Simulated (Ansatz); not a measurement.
What does this script print? It uses Ansatz 0.2.0, Python API.

`restart_tio2.py`:
```python
# -*- coding: utf-8 -*-
"""Two stages for TiO2: converge the density, then read it back for bands."""

import argparse
import warnings

import ansatz as az

FUNCTIONAL = "r2scan"
CUTOFF = 650

warnings.simplefilter("ignore", az.DeckWarning)

system = (
    az.Lattice.of([1.49733, 0.86448, 6.98154], [-1.49733, 0.86448, 6.98154], [0.0, -1.72897, 6.98154])
    .atom("Ti", [0.0, 0.0, 0.0])
    .atom("O", [0.62047, 0.62047, 0.62047])
    .atom("O", [0.37953, 0.37953, 0.37953])
)

parser = argparse.ArgumentParser()
parser.add_argument("stage", choices=["scf", "bands"])
stage = parser.parse_args().stage
base = system.calculation()
base = base.functional(FUNCTIONAL)
base = base.basis(CUTOFF)
base = base.kpoints(6).occupations(az.OccupationsMethod.FIXED)
if stage == "scf":
    summary = base.checkpoint(write="ground.run").run(threads=1).report
    print(f"F = {summary['free_energy_ev']:.5f} eV after {summary['n_iterations']} iterations, saved")
else:
    points = {"H_0": (0.5, -0.17689, 0.17689), "L": (0.5, 0.0, 0.0), "G": (0.0, 0.0, 0.0), "S_0": (0.33844, -0.33844, 0.0)}
    done = base.checkpoint(read="ground.run", post_process_only=True).band_structure(list(points.values()), intervals=1).run(threads=1)
    bands = done.band_structure()
    for label, levels in zip(points, bands.channels[0].eigenvalues_ev - bands.fermi_energy_ev):
        print(f"{label:3s}", " ".join(f"{e:7.3f}" for e in levels if abs(e) < 6))
```

Output of `python restart_tio2.py scf`:
```text
F = -3645.77925 eV after 9 iterations, saved
```

Running `python restart_tio2.py bands` prints:
```text
H_0  -3.515  -3.503  -2.794  -1.469  -1.453  -1.077   3.285   4.331   4.351
L    -4.477  -2.835  -2.590  -1.682  -1.244  -0.655   3.303   4.106   4.177
G    -3.680  -3.680  -3.668  -0.592  -0.193  -0.193   3.070   3.070   4.778
S_0  -3.508  -3.502  -2.806  -1.454  -1.453  -1.091   3.282   4.339   4.347
```

Notes:
- Total energies depend on the potentials; only differences at equal settings carry meaning. A total without «per atom» is that of the cell as typed.
- The run is spin-unpolarised.
- The structure comes from a database of computed cells and needn't be a stable or known phase.
- Levels are Kohn-Sham eigenvalues on this mesh.
- Finished in 9.3 s on 1 thread of Arm Neoverse V2 (shared host), peak memory 0.51 GiB.

(A comment or docstring line of the script was reworded after the run, the code is as it ran; lines on the test bed's own set-up are left out of the output.)
